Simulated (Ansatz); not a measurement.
# H6OW: molecular dynamics

The plan is to follow the molecule's vibrations and see whether its bonds hold. The start is relaxed first. Runs: 500 steps of 1 fs under a Langevin thermostat at 50 K.

Program: Ansatz 0.2.0. Level of theory: RKS PBE-D4/def2-SVP. These are calculated values, not measurements.

### 1 Starting point

Bond lengths: W1–O2 1.940 Å, O2–H3 1.010 Å, W1–H4 1.720 Å, W1–H5 1.720 Å, W1–H6 1.720 Å, W1–H7 1.720 Å, W1–H8 1.720 Å. Angles (14 of 16 angles, heavy atoms first): W1–O2–H3 109.5°, O2–W1–H4 90.0°, O2–W1–H5 90.0°, O2–W1–H6 90.0°, O2–W1–H7 90.0°, O2–W1–H8 180.0°, H4–W1–H5 90.0°, H4–W1–H6 180.0°, H4–W1–H7 90.0°, H4–W1–H8 90.0°, H5–W1–H6 90.0°, H5–W1–H7 180.0°, H5–W1–H8 90.0°, H6–W1–H7 90.0°.

Structure file:

```xyz
8

W     0.0000    0.0000    0.0000
O     0.0000    0.0000    1.9400
H    -0.9095   -0.2814    2.2771
H     1.7200    0.0000    0.0000
H     0.0000    1.7200    0.0000
H    -1.7200    0.0000    0.0000
H     0.0000   -1.7200    0.0000
H     0.0000    0.0000   -1.7200
```

### 2 Relaxing the start

File input.yaml:

```yaml
crystal:
  periodic: [false, false, false]
  atoms:
    - { symbol: W, position_ang: [0.0, 0.0, 0.0] }
    - { symbol: O, position_ang: [0.0, 0.0, 1.94] }
    - { symbol: H, position_ang: [-0.9095, -0.2814, 2.2771] }
    - { symbol: H, position_ang: [1.72, 0.0, 0.0] }
    - { symbol: H, position_ang: [0.0, 1.72, 0.0] }
    - { symbol: H, position_ang: [-1.72, 0.0, 0.0] }
    - { symbol: H, position_ang: [0.0, -1.72, 0.0] }
    - { symbol: H, position_ang: [0.0, 0.0, -1.72] }
basis:
  gaussian: { orbitals: def2-SVP }
hamiltonian:
  xc: pbe
  dispersion: d4
relax:
  f_tol: 0.02
  max_steps: 40
```

Run with:

```bash
ansatz run input.yaml --threads 1 --pin off --max-ram 2048MiB --backend cpu --events-out ev --progress --plain --runs-dir out
```

Further steps of the session: The run.

Q: Predict the outcome of this session. Wanted: relaxation of the start; temperature, first and last step; temperature, second half; potential energy, second half; bonds formed or broken.

As calculated:

| quantity | value |
| --- | --- |
| relaxation of the start | 10 moves, 6.150 eV lower |
| length | 500 steps of 1 fs |
| temperature, first and last step | 44 and 54 K |
| temperature, second half | mean 51 K, from 20 to 106 K |
| potential energy, second half | +4 meV/atom from the start |
| bonds formed or broken | 0 |

Against a set 50 K the second half averages 51 K with a spread of 15 K. A friction of 1 per fs wipes out velocities within 1 fs: the temperature is held, but the motion is overdamped and says nothing of rates. The bonding pattern survives the run. Averages from a run of 500 fs with 8 atoms are rough. The nuclei move classically, without zero-point motion, which matters most for hydrogen.
